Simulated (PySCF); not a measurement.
# The bond of DyO, level by level

Aim: find the lowest electronic state of DyO, scan its bond at several levels of theory, and get bond length, wavenumber and dissociation energy from each curve.

The runs use PySCF 2.14.0; Dy x2c-SVPall, O x2c-SVPall, spin-free X2C with a Gaussian nucleus.

**1. Set-up**

The job is set up so:

```yaml
atoms: Dy, O
charge: 0
basis: Dy x2c-SVPall, O x2c-SVPall
Hamiltonian: spin-free X2C with a Gaussian nucleus
basis_functions: 99
electrons_treated: 74
masses_in_u: 163.9292, 15.9949
levels: PBE0, PBE, r²SCAN, TPSS, B2PLYP, CAM-B3LYP, HF, MP2, SCS-MP2
grid: 80 radial by 434 angular points
occupations: held fixed by the projection of orbital angular momentum
dissociation_limit: Dy + O, each in its ground configuration
starting_distance_in_angstrom: 1.932
values_of_2S_to_try: 2, 4, 6
```

Run with:

```console
OMP_NUM_THREADS=2 python dia.py task.json out
```

Further steps of the session: The PBE0 curve of the state that the search chose; Excited determinants; PBE (GGA); r²SCAN (meta-GGA); TPSS; B2PLYP; CAM-B3LYP; UHF (mean field).

What does the calculation give? Wanted: for each run, Re; ωe; De; μ.

**Answer**, as computed:

Lowest PBE0 solution found, without spin–orbit coupling: septet, unpaired electrons σ ↑, π ↑↑, δ ↑↑, φ ↑, about 9.1 electrons in the 4f shell (Mulliken). State 2 has its PBE0 minimum 0.03 eV higher, as a spin-mixed determinant (⟨S²⟩ = 6.99), so this is no gap between pure states. State 3 has its PBE0 minimum 1.55 eV higher. The other levels ran on the lowest alone.

| level | Re (Å) | ωe (cm⁻¹) | De (eV) | μ (D) |
| --- | --- | --- | --- | --- |
| UHF | 1.805 | 883 | 5.70 | -5.53 |
| PBE0 | 1.785 | 869 | 5.86 | -4.56 |
| CAM-B3LYP | 1.786 | 875 | 5.62 | -4.79 |
| B2PLYP | 1.807 | 833 | 6.05 | -5.25 |

De is counted to Dy + O in their ground configurations. A positive dipole means Dy(−)O(+). No constants: UHF-MP2 (the points don't follow one smooth fit); UHF-SCS-MP2 (the points don't follow one smooth fit); PBE (the points don't follow one smooth fit); TPSS (the points don't follow one smooth fit); r²SCAN (the points don't follow one smooth fit).

In words: The methods spread over 0.022 Å in bond length, from PBE0 to B2PLYP. Among the levels with a De in the table, it runs from 5.62 eV (CAM-B3LYP) to 6.05 eV (B2PLYP).

Correlated steps freeze 19 core orbitals. Spin–orbit coupling is left out, which matters for elements this heavy, above all for dissociation energies. B2PLYP dipoles, levels and charges come from its SCF part alone. The state is the lowest single determinant that the PBE0 search found; with open d or f shells the true ground state can be another one. At some levels the lowest empty orbital lies below the highest filled one (the two can be of opposite spin). With spin–orbit coupling the term label itself may not hold.
